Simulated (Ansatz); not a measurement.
Working through a single point in a Gaussian basis of C₂H₃FSSi, SMILES FC1=C(S)[SiH2]1

Program: Ansatz 0.2.0 through its Python package.

Notebook, run cell by cell (the value of a cell's last expression is shown):

```python
import json

import ansatz as az
import numpy as np
```

```python
BASIS = "cc-pVDZ"
FUNCTIONAL = "CAM-B3LYP"
```

```python
molecule = (
    az.Crystal.molecule()
    .atom("F", [1.1766, 1.3937, 0.4006])
    .atom("C", [0.7393, 0.4173, -0.3954])
    .atom("C", [-0.5675, 0.1115, -0.5542])
    .atom("S", [-1.8199, 0.9415, 0.01])
    .atom("Si", [0.3577, -1.3174, -0.0268])
    .atom("H", [-1.365, 2.1787, 0.0899])
    .atom("H", [0.9883, -2.2172, -1.0136])
    .atom("H", [0.5825, -1.5651, 1.4337])
)
```

```python
model = (
    molecule.calculation()
    .basis(gaussian=BASIS)
    .functional(FUNCTIONAL)
    .forces()
)
r = model.session().plan(threads=1).execute().report
```

```python
print("reference energy %16.6f eV" % r["reference_energy_ev"])
print("total energy     %16.6f eV" % r["free_energy_ev"])
print("occupied orbitals outside the frozen core (up, down):", r["n_occupied"], " frozen:", r["n_frozen"], " virtual:", r["n_virtual"])
```

    reference energy    -23547.296467 eV
    total energy        -23547.296467 eV
    occupied orbitals outside the frozen core (up, down): [27, 27]  frozen: 0  virtual: [66, 66]

```python
symbols = [site.symbol for site in molecule.cartesian_sites]
forces = np.array(r["forces_ev_ang"])
print("largest force", round(float(np.linalg.norm(forces, axis=1).max()), 4), "eV/A, rms", round(float(np.sqrt((forces ** 2).mean())), 4))
```

    largest force 5.6131 eV/A, rms 1.4991

```python
charges = r["charge_distribution"]
print("dipole moment", round(4.803205 * float(np.linalg.norm(charges["dipole_moment_e_ang"])), 3), "D")
print("Mulliken:", [(s, round(q, 3)) for s, q in zip(symbols, charges["mulliken_charges_e"])])
with open("c2h3fssi.json", "w") as handle:
    json.dump({k: r[k] for k in ("free_energy_ev", "reference_energy_ev", "n_occupied", "n_virtual")}, handle, indent=1)
```

    dipole moment 1.262 D
    Mulliken: [('F', -0.158), ('C', 0.046), ('C', -0.185), ('S', 0.019), ('Si', 0.282), ('H', 0.075), ('H', -0.041), ('H', -0.038)]

`c2h3fssi.json`, as written:
```json
{
 "free_energy_ev": -23547.29646706144,
 "reference_energy_ev": -23547.29646706144,
 "n_occupied": [
  27,
  27
 ],
 "n_virtual": [
  66,
  66
 ]
}
```

Total energies depend on the basis set; only differences at equal settings carry meaning. The geometry is a force-field or estimated start, not a minimum of this method, and the basis set is short of its limit. The whole script took 5.9 s on 1 thread of Arm Neoverse V1 (shared host), peak memory 0.28 GiB.
